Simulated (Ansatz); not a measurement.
# Hf2NbN2: what a guessed cell relaxes into

The task: take a trial cell of Hf2NbN2 to zero force and stress.

Method: DFT PBE, scalar-relativistic, plane waves, PAW, in Ansatz 0.2.0.

1 further run of the same task is left out (set aside as unsound or not needed).

**1. Starting point**

It takes space group P-6m2 (No. 187, hexagonal). Conventional cell: a = 4.170 Å, b = 4.170 Å, c = 5.002 Å, α = 90.00°, β = 90.00°, γ = 120.00°. Hf (site symmetry -6m2) has 3 Hf at 2.41 Å and 2 Nb at 2.50 Å in its first shell of neighbours. Hf (site symmetry -6m2) has 2 N at 1.60 Å in its first shell of neighbours. Around Nb (site symmetry -6m2) lie 2 Hf at 2.50 Å and 6 N at 2.57 Å. Around N (site symmetry 3m) lie 1 Hf at 1.60 Å.

Coordinates:

```
CELL_PARAMETERS angstrom
4.17009 0.00000 0.00000
-2.08505 3.61141 0.00000
0.00000 0.00000 5.00225
ATOMIC_POSITIONS crystal
Hf 0.00000 0.00000 0.50000
Hf 0.33333 0.66667 0.50000
Nb 0.00000 0.00000 0.00000
N 0.33333 0.66667 0.82042
N 0.33333 0.66667 0.17958
```

A structure generator made this guess: random cell by space group and Wyckoff sites (P-6m2, No. 187). Lengths come from tabulated atomic sizes and are only a guess.

**2. Probe: one point on a coarse mesh**

input.yaml reads:

```yaml
crystal:
  lattice:
    - [4.17009259, 0.0, 0.0]
    - [-2.08504629, 3.61140612, 0.0]
    - [0.0, 0.0, 5.00225276]
  atoms:
    - { symbol: Hf, position: [0.0, 0.0, 0.5] }
    - { symbol: Hf, position: [0.33333333, 0.66666667, 0.5] }
    - { symbol: Nb, position: [0.0, 0.0, 0.0] }
    - { symbol: "N", position: [0.33333333, 0.66666667, 0.82041953] }
    - { symbol: "N", position: [0.33333333, 0.66666667, 0.17958047] }
basis:
  ecutwfc: 420
kpoints:
  mp_grid: { grid: [6, 6, 4] }
hamiltonian:
  xc: pbe
scf:
  occupations: { method: gaussian, width: 0.1 }
  lower_state_search: "off"
output:
  forces: true
  stress: true
  eigenvalues: true
```

Launch:

```bash
$ ansatz run input.yaml --threads 1 --pin off --max-ram 2560MiB --backend cpu --events-out ev --progress --plain --runs-dir out
```

Further runs follow: a loose first relaxation; final relaxation.

Before running it: what results should come out? Wanted: conventional cell; volume; energy over the elements; gap on the mesh.

**Answer**, as computed:

```
                                                              quantity                                                                       value
                                symmetry at the end (tolerance 0.05 Å)                                                 space group P-6m2 (No. 187)
                                                     conventional cell  a = 4.716 Å, b = 4.716 Å, c = 5.429 Å, α = 90.00°, β = 90.00°, γ = 120.00°
                                                                volume                                                               20.92 Å³/atom
energy over the elements (uncorrected; H, N, O, F and Cl as molecules)                                                               +1.32 eV/atom
                                                       gap on the mesh                                                                none (metal)
```

What this shows: The space group P-6m2 (No. 187) is kept, and the volume per atom grows by 38.8 % from the first guess. With a positive formation energy it can't be a ground state. No finished test with a distortion of lower symmetry is shown, so the end may be a saddle point. Spin-orbit coupling is left out for Hf. Some metallic runs here have no spin polarisation while others do; where cell and settings agree, the difference is what magnetism gains. Where forces pass 15 eV/Å atoms stand far too close, the PAW spheres overlap strongly and those numbers are rough. Other magnetic orders were not searched.
